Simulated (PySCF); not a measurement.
# C₄H₇FO₂S: electronic excitations

Wanted: the electronic excitations of C₄H₇FO₂S (`C[C@@H]1CS(=O)(=O)[C@@H]1F`), by calculation.

Programs: PySCF 2.14.0, with density-fitted response routines of our own. Each step states its level of theory. These are calculated values for one molecule in the gas phase, unless marked as measured. Atoms are numbered from 0 throughout.

## (1) The molecule as given

15 atoms, charge 0, multiplicity 1; geometry from: GFN2-xTB.

Bonds of the start (Å): C0–C1 1.52, C1–C2 1.53, C2–S3 1.83, S3–O4 1.43, S3–O5 1.43, S3–C6 1.86, C6–F7 1.35, C6–C1 1.54, C0–H8 1.09, C0–H9 1.09, C0–H10 1.09, C1–H11 1.09, C2–H12 1.08, C2–H13 1.08, C6–H14 1.09.

## (2) TDDFT and polarisability: B3LYP/def2-SVPD

The job: settings as JSON, then the geometry in Å.

```
{"job": {"kind": "uv", "xc": "B3LYP", "basis": "def2-SVPD", "nstates": 8, "ntriplets": 3}, "charge": 0, "multiplicity": 1}
C      1.479032    -0.159618     0.755401
C      0.629750     0.154796    -0.469591
C     -0.395590     1.250172    -0.163632
S     -1.639721    -0.049262     0.190783
O     -1.706156    -0.388434     1.578346
O     -2.865063     0.113371    -0.533611
C     -0.345897    -0.996405    -0.756110
F      0.027858    -2.214185    -0.304124
H      0.834389    -0.391570     1.599942
H      2.119991    -1.017040     0.564468
H      2.104883     0.693327     1.005943
H      1.266937     0.386930    -1.327405
H     -0.142018     1.901652     0.664344
H     -0.714825     1.819801    -1.029217
H     -0.657982    -1.095545    -1.797449
```

With the program's defaults for keys left out, this is: TDDFT B3LYP/def2-SVPD, vertical, gas phase, core orbitals frozen in the response.

Launch:

```
$ OMP_NUM_THREADS=1 python probes_run.py task.json out
```

The driver reads the jobs from task.json and runs them one after another.

What will the session give for the following? lowest singlet (B3LYP/def2-SVPD); brightest single state of those computed; lowest triplet; surface potential, 1st and 99th percentile. Wanted: lowest singlet; brightest single state of those computed; lowest triplet; surface potential, 1st and 99th percentile.

The runs gave:

| quantity | value |
| --- | --- |
| lowest singlet (B3LYP/def2-SVPD) | 6.96 eV (178 nm), f = 0.009 |
| brightest single state of those computed | state 6, 8.03 eV, f = 0.058 |
| lowest triplet | 6.64 eV |
| surface potential, 1st and 99th percentile | -1.53 V and 1.61 V |

In words: The first singlet state (HOMO→LUMO 0.90) lies at 6.96 eV and is weak; of the 8 states computed, the strongest absorption comes from state 6 at 8.03 eV. The lowest triplet lies 0.33 eV below the lowest singlet (triplets in Tamm-Dancoff, singlets in full TDDFT). At B3LYP/def2-SVPD, counted by nearest atom on the grid, the HOMO lies on O4, O5 about 21 % each; C6 17 %, the LUMO on H11, H14 about 19 % each; H13 11 %.
